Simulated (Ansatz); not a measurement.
# Ga3BSb2: the cost of one run

Program: Ansatz 0.2.0. Level of theory: DFT PBE, scalar-relativistic, plane waves, PAW. These are calculated values, not measurements.

1 further run of the same task is left out (set aside as unsound or not needed).

## 1. The structure to begin with

It takes space group P-3m1 (No. 164, trigonal). Conventional cell: a = 3.570 Å, b = 3.570 Å, c = 10.911 Å, α = 90.00°, β = 90.00°, γ = 120.00°. Ga (site symmetry 3m) has 3 Ga at 2.75 Å and 3 Sb at 3.05 Å as nearest neighbours. Around Ga (site symmetry -3m) lie 6 Ga at 2.75 Å. B (site symmetry -3m) has 6 Sb at 2.48 Å as nearest neighbours. Sb (site symmetry 3m) has 3 B at 2.48 Å as nearest neighbours.

Structure file:

```cif
data_structure
_symmetry_space_group_name_H-M 'P-3m1'
_symmetry_Int_Tables_number 164
_cell_length_a 3.5698
_cell_length_b 3.5698
_cell_length_c 10.9110
_cell_angle_alpha 90.000
_cell_angle_beta 90.000
_cell_angle_gamma 120.000
_cell_volume 120.42
loop_
_atom_site_label
_atom_site_type_symbol
_atom_site_symmetry_multiplicity
_atom_site_Wyckoff_symbol
_atom_site_fract_x
_atom_site_fract_y
_atom_site_fract_z
_atom_site_occupancy
Ga1 Ga 2 d 0.33333 0.66667 0.83246 1
Ga2 Ga 1 a 0.00000 0.00000 0.00000 1
B1 B 1 b 0.00000 0.00000 0.50000 1
Sb1 Sb 2 d 0.33333 0.66667 0.37297 1
```

The cell was relaxed beforehand at this level, from a database cell with other species swapped in; it needn't be the stable form of this composition. At a tolerance of 0.05 Å it has space group P-3m1 (No. 164); it has 20.07 Å³/atom, an uncorrected energy of +0.35 eV/atom over the elements.

## 2. Bands, states and charges

Input file input.yaml:

```yaml
crystal:
  lattice:
    - [3.5698412521, 0.0, 0.0]
    - [-1.7849206261, 3.0915732118, 0.0]
    - [0.0, 0.0, 10.9110266441]
  atoms:
    - { symbol: Ga, position: [0.3333333333, 0.6666666667, 0.8324644459] }
    - { symbol: Ga, position: [0.6666666667, 0.3333333333, 0.1675355541] }
    - { symbol: Ga, position: [0.0, 0.0, 0.0] }
    - { symbol: B, position: [0.0, 0.0, 0.5] }
    - { symbol: Sb, position: [0.3333333333, 0.6666666667, 0.3729718713] }
    - { symbol: Sb, position: [0.6666666667, 0.3333333333, 0.6270281287] }
basis:
  ecutwfc: 420
kpoints:
  mp_grid: { grid: [12, 12, 8] }
  band_path:
    path:
      - [[0.0, 0.0, 0.0], [0.5, 0.0, 0.0], [0.33333333, 0.33333333, 0.0], [0.0, 0.0, 0.0], [0.0, 0.0, 0.5], [0.5, 0.0, 0.5], [0.33333333, 0.33333333, 0.5], [0.0, 0.0, 0.5]]
      - [[0.5, 0.0, 0.5], [0.5, 0.0, 0.0]]
      - [[0.33333333, 0.33333333, 0.5], [0.33333333, 0.33333333, 0.0]]
    npoints: 14
hamiltonian:
  xc: pbe
scf:
  occupations: { method: gaussian, width: 0.1 }
  n_extra_bands: 15
output:
  forces: true
  stress: true
  eigenvalues: true
  populations: true
  dos: { projected: true, de: 0.02, nscf_kmesh: { grid: [15, 15, 10] } }
  bader: true
  write_density: true
  write_potential: true
  elf: true
  volumetric_format: npy
```

Command:

```sh
ansatz run input.yaml --threads 1 --pin off --max-ram 2560MiB --backend cpu --events-out ev --progress --plain --runs-dir out
```

**Question.** How long does this run take on 1 thread of AMD EPYC 9R45 (Zen 5), shared host, and how much memory does it need?

About 85 s, with a peak of 1.1 GiB.
